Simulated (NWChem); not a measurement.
**CH7BGe (SMILES C[BH][GeH3]) at 6 levels**

Wanted: a comparison of 6 runs (HF/STO-3G, HF/3-21G, B3LYP/6-31G*, B3LYP/def2-SVP, M06-2X/def2-SVP) of CH7BGe. 

Program for the calculation: NWChem 7.3.0.

46 further runs of the same task are left out: 46 set aside as unsound or not needed.

### 1 The structure to begin with

The species is CH7BGe (10 atoms), meant as a singlet with charge 0. SMILES: `C[BH][GeH3]`. The C1–H4 distance was set to 1.639 Å, away from the relaxed value. At this shape a bond of the SMILES string is far longer than usual.

Bond lengths: C1–B2 1.548 Å, B2–Ge3 2.066 Å, C1–H5 1.106 Å, C1–H6 1.091 Å, B2–H7 1.200 Å, Ge3–H8 1.544 Å, Ge3–H9 1.542 Å, Ge3–H10 1.542 Å. Some angles: C1–B2–Ge3 123.5°, C1–B2–H7 119.3°, Ge3–B2–H7 117.1°, B2–C1–H5 102.9°, B2–C1–H6 116.2°, B2–Ge3–H8 109.4°, B2–Ge3–H9 113.8°, B2–Ge3–H10 112.1°, H5–C1–H6 106.0°, H8–Ge3–H9 107.1°. A long bond or contact: C1–H4 1.639 Å.

### 2 The energy at HF/STO-3G (run 1)

File work.xyz:

```xyz
10
CH7BGe hf
C     -0.830671     0.897747    -0.191072
B      0.366729    -0.073253    -0.331072
Ge     1.491929    -0.734853     1.270228
H     -1.972600     0.748500    -1.357000
H     -0.366671     1.887047    -0.360972
H     -1.296471     0.948447     0.794428
H      0.706629    -0.431953    -1.424372
H      1.299029    -2.257653     1.436928
H      1.109829    -0.079153     2.612628
H      3.001129    -0.508553     1.050728
```

File work.nw:

```
start work
title "CH7BGe hf"
memory 2200 mb

geometry noautosym nocenter noautoz
 load format xyz work.xyz
end

basis spherical bse
 * library STO-3G
end

scf
 thresh 1e-08
 maxiter 80
 print low
end

task scf energy
```

Run with:

```
$ nwchem work.nw > work.out
```

Log:

```text
[...]
  functions       =    35
[...]
  wavefunction    = RHF
[...]
         Total SCF energy =  -2117.478168044249
      One-electron energy =  -3285.637141390994
      Two-electron energy =   1009.442194263019
 Nuclear repulsion energy =    158.716779083725
        Time for solution =      1.9s
 Task  times  cpu:        2.0s     wall:        2.0s
[...]
```

It took 2.6 s on 1 thread of Intel Xeon 6975P-C (Granite Rapids), shared host; peak memory 0.096 GiB.

### 3 A single-point energy at HF/3-21G (run 2)

File a.nw:

```
start a
memory 2200 mb
charge 0
geometry units angstrom noautosym nocenter noautoz
  C    -0.830671    0.897747   -0.191072
  B     0.366729   -0.073253   -0.331072
  Ge    1.491929   -0.734853    1.270228
  H    -1.972600    0.748500   -1.357000
  H    -0.366671    1.887047   -0.360972
  H    -1.296471    0.948447    0.794428
  H     0.706629   -0.431953   -1.424372
  H     1.299029   -2.257653    1.436928
  H     1.109829   -0.079153    2.612628
  H     3.001129   -0.508553    1.050728
end
basis spherical bse
  * library 3-21G
end
scf
  thresh 1e-08
  maxiter 80
  noprint "final vectors analysis"
end
task scf energy
```

Run with:

```
$ nwchem a.nw > a.out
```

Log:

```text
[...]
  functions       =    54
[...]
  wavefunction    = RHF
[...]
         Total SCF energy =  -2131.478479029715
      One-electron energy =  -3287.891102571064
      Two-electron energy =    997.695844457625
 Nuclear repulsion energy =    158.716779083725
        Time for solution =      2.3s
[...]
```

It took 3 s on 1 thread of Intel Xeon 6975P-C (Granite Rapids), shared host; peak memory 0.096 GiB.

Runs 3 to 5 aren't shown in full; the table further down has their settings and results.

### 4 A single-point energy at M06-2X/def2-SVP (run 6)

File ch7bge.nw:

```
start ch7bge
memory total 2200 mb

geometry units angstrom noautosym nocenter noautoz
 C    -0.830671    0.897747   -0.191072
 B     0.366729   -0.073253   -0.331072
 Ge    1.491929   -0.734853    1.270228
 H    -1.972600    0.748500   -1.357000
 H    -0.366671    1.887047   -0.360972
 H    -1.296471    0.948447    0.794428
 H     0.706629   -0.431953   -1.424372
 H     1.299029   -2.257653    1.436928
 H     1.109829   -0.079153    2.612628
 H     3.001129   -0.508553    1.050728
end

basis spherical bse
 * library def2-SVP
end

dft
 xc m06-2x
 mult 1
 grid fine
 convergence energy 1e-08
 iterations 100
 mulliken
end

task dft
```

Run with:

```
$ nwchem ch7bge.nw > ch7bge.out
```

Log:

```text
[...]
          Wavefunction type:  closed shell.
          No. of atoms     :    10
          No. of electrons :    50
[...]
          Charge           :     0
          Spin multiplicity:     1
[...]
          AO basis - number of functions:    95
[...]
              XC Information
              --------------
                       M06-2X Method XC Functional
                     Hartree-Fock (Exact) Exchange  0.540
                        M06-2X Exchange Functional  1.000
                      M06-2X Correlation Potential  1.000
[...]
 d= 0,ls=0.0,diis     1  -2143.6794165120 -2.30D+03  4.74D-03  1.61D-01     2.4
[...]
 d= 0,ls=0.0,diis     8  -2143.7065082075 -7.32D-09  9.54D-07  2.93D-08    16.0
         Total DFT energy =    -2143.706508207480
      One electron energy =    -3299.291079735608
           Coulomb energy =     1087.853277789473
    Exchange-Corr. energy =      -90.985485345069
 Nuclear repulsion energy =      158.716779083725
[...]
      Total Density - Mulliken Population Analysis
     ---------------------------------------------
    Atom       Charge   Shell Charges
 -----------   ------   -------------------------------------------------------
    1 C    6     6.19   1.99  0.89  0.28  1.99  1.02  0.02
    2 B    5     5.05   1.99  0.86  0.21  1.48  0.48  0.04
    3 Ge  32    31.74   2.00  2.00  1.99  1.05  0.26  6.00  5.98  1.40  0.98  8.14  1.79  0.16
    4 H    1     0.95   0.55  0.39  0.01
    5 H    1     0.91   0.72  0.17  0.02
    6 H    1     0.92   0.73  0.17  0.02
    7 H    1     0.99   0.75  0.24  0.01
    8 H    1     1.07   0.72  0.34  0.01
    9 H    1     1.09   0.72  0.35  0.01
   10 H    1     1.08   0.72  0.35  0.01
[...]
```

Wall time 17 s (1 thread of Intel Xeon 6975P-C (Granite Rapids), shared host); peak memory 0.11 GiB.

### 5 Overview of the runs

| run | level | iteration cap | module | energy (Eh) | wall time |
| --- | --- | --- | --- | --- | --- |
| 1 | HF/STO-3G | 80 | scf | -2117.478168 | 2.6 s |
| 2 | HF/3-21G | 80 | scf | -2131.478479 | 3 s |
| 3 | B3LYP/6-31G* (spherical functions) | 100 | dft | -2143.832793 | 22 s |
| 4 | B3LYP/6-31G* (Cartesian functions) | 100 | dft | -2143.838975 | 23 s |
| 5 | B3LYP/def2-SVP | 100 | dft | -2143.812593 | 14 s |
| 6 | M06-2X/def2-SVP | 100 | dft | -2143.706508 | 17 s |

### 6 Results

```
            quantity           value
 run 6: total energy  -2143.70651 Eh
run 6: dipole moment          0.92 D
  run 6: HOMO energy        -8.76 eV
  run 6: LUMO energy        -1.05 eV
run 6: HOMO–LUMO gap         7.71 eV
```

What this shows: Over runs 2, 3, 4, 5, 6 the dipole moment (its size) runs from 0.79 D (HF/3-21G) to 0.92 D (M06-2X/def2-SVP). The two ends differ in method and basis. Over runs 3, 5, 6 the HOMO–LUMO gap runs from 5.39 eV (B3LYP/def2-SVP) to 7.71 eV (M06-2X/def2-SVP). Totals of different functionals can't be ranked against each other. In run 1 the basis is minimal, so the values are rough. In all runs a closed-shell determinant meets a far-stretched bond; if it breaks into open shells, such a determinant describes it badly, and no broken-symmetry solution was shown. All runs together took 82 s, the longest 23 s.
